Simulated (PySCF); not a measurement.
# C4H6BSi: the cost of one run

Computed with PySCF 2.14.0, with density-fitted response routines of our own, on a single molecule in the gas phase. Atoms count from 0, in the outputs and in this text.

**1. The starting structure**

12 atoms, charge -1, multiplicity 1; geometry from: GFN2-xTB.

Bonds of the start (Å): C0–C1 1.34, C1–B2 1.55, B2–C3 1.46, C3–C4 1.24, C4–Si5 1.77, C0–H6 1.08, C0–H7 1.09, C1–H8 1.09, B2–H9 1.20, Si5–H10 1.48, Si5–H11 1.48.

**2. TDDFT and polarisability: CAM-B3LYP/def2-SVPD**

Job settings and geometry (Å):

```
{"job": {"kind": "uv", "xc": "CAM-B3LYP", "basis": "def2-SVPD", "nstates": 8, "ntriplets": 3}, "charge": -1, "multiplicity": 1}
C     -3.012851    -0.620877    -0.173066
C     -1.697244    -0.428111    -0.360093
B     -0.689732     0.092025     0.694723
C      0.729454     0.226079     0.360210
C      1.912414     0.458499     0.052852
Si     3.661269     0.338755    -0.219086
H     -3.483177    -0.413143     0.778912
H     -3.682616    -0.993156    -0.943778
H     -1.323342    -0.668091    -1.358015
H     -1.081793     0.375301     1.788391
H      4.141863     0.419743    -1.611385
H      4.526954     1.212291     0.596697
```

Method: TDDFT CAM-B3LYP/def2-SVPD, vertical, gas phase, core orbitals frozen in the response.

Launch:

```
$ OMP_NUM_THREADS=1 python probes_run.py task.json out
```

This one command runs all jobs of the session in turn.

Q: Estimate the wall time and peak memory of this first job on 1 thread of Arm Neoverse N1, shared host.

About 44 s, with a peak of 0.75 GiB.
